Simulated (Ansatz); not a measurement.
**ZrHg: further runs on the relaxed cell**

The task here is to estimate one member of a computed series from the others.

Program: Ansatz 0.2.0. Level of theory: DFT PBEsol, scalar-relativistic, plane waves, PAW. These are calculated values, not measurements.

1 further run of the same task is left out (set aside as unsound or not needed).

## The structure to begin with

It takes space group P4/mmm (No. 123, tetragonal). Conventional cell: a = 3.103 Å, b = 3.103 Å, c = 4.253 Å, α = 90.00°, β = 90.00°, γ = 90.00°. Around Zr (site symmetry 4/mmm) lie 8 Hg at 3.06 Å and 4 Zr at 3.10 Å. Hg (site symmetry 4/mmm) is surrounded by 8 Zr at 3.06 Å and 4 Hg at 3.10 Å.

Coordinates:

```cif
data_structure
_symmetry_space_group_name_H-M 'P 1'
_symmetry_Int_Tables_number 1
_cell_length_a 3.1027
_cell_length_b 3.1027
_cell_length_c 4.2530
_cell_angle_alpha 90.000
_cell_angle_beta 90.000
_cell_angle_gamma 90.000
_cell_volume 40.94
loop_
_atom_site_label
_atom_site_type_symbol
_atom_site_fract_x
_atom_site_fract_y
_atom_site_fract_z
_atom_site_occupancy
Zr1 Zr 0.50000 0.50000 0.50000 1
Hg1 Hg 0.00000 0.00000 0.00000 1
```

It is the result of an earlier relaxation at this level (volume 20.47 Å³/atom; gap on the mesh: none (metal)).

The first run:

input.yaml reads:

```yaml
crystal:
  lattice:
    - [3.102746969, 0.0, 0.0]
    - [0.0, 3.102746969, 0.0]
    - [0.0, 0.0, 4.2529879532]
  atoms:
    - { symbol: Zr, position: [0.5, 0.5, 0.5] }
    - { symbol: Hg, position: [0.0, 0.0, 0.0] }
basis:
  ecutwfc: 420
kpoints:
  mp_grid: { grid: [14, 14, 10] }
  band_path:
    path:
      - [[0.0, 0.0, 0.0], [0.0, 0.5, 0.0], [0.5, 0.5, 0.0], [0.0, 0.0, 0.0], [0.0, 0.0, 0.5], [0.0, 0.5, 0.5], [0.5, 0.5, 0.5], [0.0, 0.0, 0.5]]
      - [[0.0, 0.5, 0.0], [0.0, 0.5, 0.5]]
      - [[0.5, 0.5, 0.0], [0.5, 0.5, 0.5]]
    npoints: 14
hamiltonian:
  xc: pbesol
scf:
  occupations: { method: gaussian, width: 0.1 }
  n_extra_bands: 6
output:
  forces: true
  stress: true
  eigenvalues: true
  populations: true
  dos: { projected: true, de: 0.02, nscf_kmesh: { grid: [21, 21, 15] } }
  bader: true
  write_density: true
  write_potential: true
  elf: true
  volumetric_format: npy
```

Launch:

```
> ansatz run input.yaml --threads 1 --pin off --max-ram 2560MiB --backend cpu --events-out ev --progress --plain --runs-dir out
```

Among the steps run: Static run: bands, density of states and charges; Point at V/V0 = 0.97; Point at V/V0 = 1.03; Volume × 0.94; The cell scaled to 1.06 of its volume.

One of the session's tables, all rows but one given; the rest of the session is left out.

It belongs to the step «Fit of the equation of state». 

| volume (Å³/atom) | energy above the lowest point (meV/atom) | pressure (GPa) |
| --- | --- | --- |
| 19.244 | 29.2 | 8.18 |
| 19.858 | 6.8 | 3.76 |
| 20.472 | 0.0 | 0.00 |
| 21.086 | ? | ? |
| 21.700 | 24.0 | -5.89 |

Q: Estimate the row for volume (Å³/atom) = 21.086 from the others.

Worked estimate for «energy above the lowest point (meV/atom)». A straight line through the neighbours (20.472, 0.0) and (21.700, 24.0) gives 0.0 + (24.0 − 0.0) × (21.086 − 20.472) / (21.700 − 20.472) = 12.0; a parabola fitted to 3 rows on both sides gives 5.7.

The run gave: energy above the lowest point (meV/atom): 6.4; pressure (GPa): -3.19. In «energy above the lowest point (meV/atom)» the line misses by +5.6 and the parabola by -0.7.

To keep in mind: The projections leave out shells that the potentials don't hold, such as empty d states.
